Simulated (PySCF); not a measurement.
# EuH9N3 (Eu(NH3)32+): the cost of one run

Program: PySCF 2.14.0. Level of theory: PBE0, Eu lcecp-0-SVP with ECP53, N def2-SVP, H def2-SVP; scalar-relativistic core potentials, no spin–orbit coupling. These are calculated values, not measurements.

1 further run of the same task is left out (for a known fault of the program).

## Step 1: Where the work starts

13 atoms, charge 2, spin multiplicity 1.

Bond lengths: Eu1–N2 2.705 Å, Eu1–N6 2.705 Å, Eu1–N10 2.705 Å, N2–H3 1.020 Å, N2–H4 1.020 Å, N2–H5 1.020 Å, N6–H7 1.020 Å, N6–H8 1.020 Å, N6–H9 1.020 Å, N10–H11 1.020 Å, N10–H12 1.020 Å, N10–H13 1.020 Å. Angles: N2–Eu1–N6 120.0°, N2–Eu1–N10 120.0°, N6–Eu1–N10 120.0°, Eu1–N2–H3 113.0°, Eu1–N2–H4 113.0°, Eu1–N2–H5 113.0°, H3–N2–H4 105.8°, H3–N2–H5 105.8°, H4–N2–H5 105.8°, Eu1–N6–H7 113.0°, Eu1–N6–H8 113.0°, Eu1–N6–H9 113.0°, H7–N6–H8 105.8°, H7–N6–H9 105.8°, H8–N6–H9 105.8°, Eu1–N10–H11 113.0°, Eu1–N10–H12 113.0°, Eu1–N10–H13 113.0° and more.

Geometry (Å):

```
Eu    0.0000    0.0000    0.0000
N     2.7050    0.0000    0.0000
H     3.1030   -0.4696    0.8133
H     3.1030   -0.4696   -0.8133
H     3.1030    0.9392    0.0000
N    -1.3525    2.3426    0.0000
H    -1.1448    2.9220    0.8133
H    -1.1448    2.9220   -0.8133
H    -2.3648    2.2177    0.0000
N    -1.3525   -2.3426    0.0000
H    -1.9581   -2.4524    0.8133
H    -1.9581   -2.4524   -0.8133
H    -0.7381   -3.1568    0.0000
```

Formal oxidation states: Eu +2. Each metal's 7 4f electrons lie in its core potential, so multiplicities, spins and levels count the valence alone.

## Step 2: SCF at the start, singlet

run.py (the lines that set the calculation)

```python
mol = gto.M(atom='''
Eu     0.00000     0.00000     0.00000
N      2.70500     0.00000     0.00000
H      3.10300    -0.46960     0.81330
H      3.10300    -0.46960    -0.81330
H      3.10300     0.93920     0.00000
N     -1.35250     2.34260     0.00000
H     -1.14480     2.92200     0.81330
H     -1.14480     2.92200    -0.81330
H     -2.36480     2.21770     0.00000
N     -1.35250    -2.34260     0.00000
H     -1.95810    -2.45240     0.81330
H     -1.95810    -2.45240    -0.81330
H     -0.73810    -3.15680     0.00000''',
    basis={'Eu': 'lcecp-0-SVP', 'N': 'def2-SVP', 'H': 'def2-SVP'},
    ecp={'Eu': 'lcecp-0-SVP'},
    charge=2, spin=0)
mf = dft.RKS(mol, xc='PBE0')
mf.grids.atom_grid = (50, 194)  # f atoms: unpruned, at least (60, 302)
mf = mf.density_fit()  # fitting sets: Eu AutoAux, N def2-universal-JKFIT, H def2-universal-JKFIT
mf.conv_tol = 1e-08; mf.max_cycle = 55
mf.kernel(dm0)  # dm0: free metal ions and neutral atoms
```

The run is started by

```bash
$ OMP_NUM_THREADS=2 python run.py
```

Q: Estimate wall time and peak memory on 2 threads of Arm Neoverse V2, shared host.

About 4 s, with a peak of 0.77 GiB.
